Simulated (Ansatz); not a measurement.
# PBE/def2-SVP run of CH3BF3Ge+ (SMILES [CH3][Ge+]([F])[B](F)F)

Aim: the vertical ionisation energy of CH3BF3Ge+ at PBE/def2-SVP, from 2 runs. 

The calculation is run with Ansatz 0.2.0.

1 further run of the same task is left out (set aside as unsound or not needed).

## (1) Starting point

CH3BF3Ge+: 9 atoms, total charge +1, spin state singlet. As SMILES, `[CH3][Ge+]([F])[B](F)F`. Geometry: a GFN2-xTB relaxation, a rough one for these elements and not checked as a minimum.

Bond lengths: C1–Ge2 2.003 Å, Ge2–F3 1.729 Å, Ge2–B4 2.228 Å, B4–F5 1.274 Å, B4–F6 1.276 Å, C1–H7 1.092 Å, C1–H8 1.097 Å, C1–H9 1.097 Å. Some angles: C1–Ge2–F3 103.8°, C1–Ge2–B4 154.9°, F3–Ge2–B4 101.3°, Ge2–B4–F5 115.3°, Ge2–B4–F6 119.5°, F5–B4–F6 125.2°, Ge2–C1–H7 111.8°, Ge2–C1–H8 107.1°, Ge2–C1–H9 107.2°, H7–C1–H8 110.9°.

## (2) A single-point energy at PBE/def2-SVP

job.yaml reads:

```yaml
basis:
  gaussian:
    orbitals: def2-SVP
crystal:
  periodic: [false, false, false]
  atoms:
    - {symbol: C, position_ang: [-1.827570, -0.232630, -0.019740]}
    - {symbol: Ge, position_ang: [0.127990, 0.202360, -0.000590]}
    - {symbol: F, position_ang: [0.165210, 1.931220, -0.020140]}
    - {symbol: B, position_ang: [2.303130, -0.280720, 0.029180]}
    - {symbol: F, position_ang: [3.084040, 0.724700, 0.087070]}
    - {symbol: F, position_ang: [2.676590, -1.500590, -0.012720]}
    - {symbol: H, position_ang: [-2.003290, -1.308940, -0.075000]}
    - {symbol: H, position_ang: [-2.263930, 0.280640, -0.885140]}
    - {symbol: H, position_ang: [-2.262170, 0.183950, 0.897070]}
total_charge: 1
hamiltonian:
  xc: pbe
accuracy: high
output:
  orbitals: {seedname: orbitals}
```

Run with:

```
$ ansatz run job.yaml --threads 1 --pin off --max-ram 2610MiB --events-out events.jsonl --progress --plain --runs-dir runs
```

What it wrote:

```text
Warning: RAYON_NUM_THREADS=1 ignored (pool sized by the plan → 1); use --threads N
Functional definition: PBE
  name "PBE"
  parameter kappa = 0.804
  parameter beta = 0.06672455060314922
  exchange = pbe_x(kappa = kappa, mu = beta*pi^2/3)
  correlation = pbe_c(beta = beta)
2541 factors; integrals over basis functions are off by at most 2.5e-8 eV
mean field evaluation 1: about -66374.0083 eV, gradient 1.0e2 eV
mean field evaluation 2: about -66243.7291 eV, gradient 2.7e2 eV
mean field evaluation 4: about -66392.4297 eV, gradient 2.0e1 eV
mean field evaluation 8: about -66393.2181 eV, gradient 3.8e-1 eV
mean field evaluation 16: about -66393.2185 eV, gradient 4.5e-4 eV
mean field -66393.21849647 eV, -2439.9057768055 hartree, gradient 6.2e-8 eV, S^2 0.000000; 0 other end points of the search recorded, 0 dependent functions left out
reference -66393.21850006 eV, -2439.9057769375 hartree; 36, 36 occupied and 81, 81 virtual orbitals, 2541 factors
Total energy: -66393.21850006 eV, -2439.9057769375 hartree
```

Wall time 6 s (1 thread of Intel Xeon 6975P-C (Granite Rapids), shared host); peak memory 0.35 GiB.

## (3) Doublet [CH3BF3Ge]2+ at the same level

molecule.yaml reads:

```yaml
crystal:
  periodic: [false, false, false]
  atoms:
    - {symbol: C, position_ang: [-1.827570, -0.232630, -0.019740]}
    - {symbol: Ge, position_ang: [0.127990, 0.202360, -0.000590]}
    - {symbol: F, position_ang: [0.165210, 1.931220, -0.020140]}
    - {symbol: B, position_ang: [2.303130, -0.280720, 0.029180]}
    - {symbol: F, position_ang: [3.084040, 0.724700, 0.087070]}
    - {symbol: F, position_ang: [2.676590, -1.500590, -0.012720]}
    - {symbol: H, position_ang: [-2.003290, -1.308940, -0.075000]}
    - {symbol: H, position_ang: [-2.263930, 0.280640, -0.885140]}
    - {symbol: H, position_ang: [-2.262170, 0.183950, 0.897070]}
basis:
  gaussian:
    orbitals: def2-SVP
total_charge: 2
magnetization:
  spin_polarized: true
  initial_magnetization: 1
hamiltonian:
  xc: {name: PBE}
accuracy: high
output: {orbitals: {seedname: orbitals}}
```

Run with:

```
$ ansatz run molecule.yaml --threads 1 --pin off --max-ram 2610MiB --events-out events.jsonl --progress --plain --runs-dir runs
```

What it wrote (excerpt; [...] marks lines left out):

```text
Warning: RAYON_NUM_THREADS=1 ignored (pool sized by the plan → 1); use --threads N
[... 6 set-up lines as earlier in the session ...]
2540 factors; integrals over basis functions are off by at most 2.5e-8 eV
mean field evaluation 1: about -66346.3238 eV, gradient 9.2e1 eV
mean field evaluation 2: about -66044.8652 eV, gradient 2.4e2 eV
mean field evaluation 4: about -66372.8268 eV, gradient 3.2e1 eV
mean field evaluation 8: about -66376.6789 eV, gradient 1.5e0 eV
mean field evaluation 16: about -66376.6877 eV, gradient 2.7e-3 eV
mean field evaluation 32: about -66373.4701 eV, gradient 1.2e1 eV
mean field -66376.68773002 eV, -2439.2982823435 hartree, gradient 1.1e-8 eV, S^2 0.752655; 3 other end points of the search recorded, 0 dependent functions left out
reference -66376.68773347 eV, -2439.2982824703 hartree; 36, 35 occupied and 81, 82 virtual orbitals, 2540 factors
Total energy: -66376.68773347 eV, -2439.2982824703 hartree
```

Run time: 11 s. Hardware: 1 thread of Intel Xeon 6975P-C (Granite Rapids), shared host; peak memory 0.44 GiB.

## (4) Summary of results

At PBE/def2-SVP:

```
                                                quantity           value
                         singlet CH3BF3Ge+: total energy  -2439.90578 Eh
                          singlet CH3BF3Ge+: HOMO energy       -13.36 eV
                          singlet CH3BF3Ge+: LUMO energy        -9.80 eV
                        singlet CH3BF3Ge+: HOMO–LUMO gap         3.56 eV
                      doublet [CH3BF3Ge]2+: total energy  -2439.29828 Eh
doublet [CH3BF3Ge]2+: HOMO energy (highest over α and β)       -20.45 eV
 doublet [CH3BF3Ge]2+: LUMO energy (lowest over α and β)       -19.68 eV
                              doublet [CH3BF3Ge]2+: ⟨S²⟩           0.753
    vertical ionisation energy (to the doublet dication)       16.531 eV
```

In words: Removing an electron at fixed nuclei costs 16.53 eV (1595 kJ/mol). −ε(HOMO) before ionisation, 13.36 eV, is 3.18 eV below this ionisation energy.
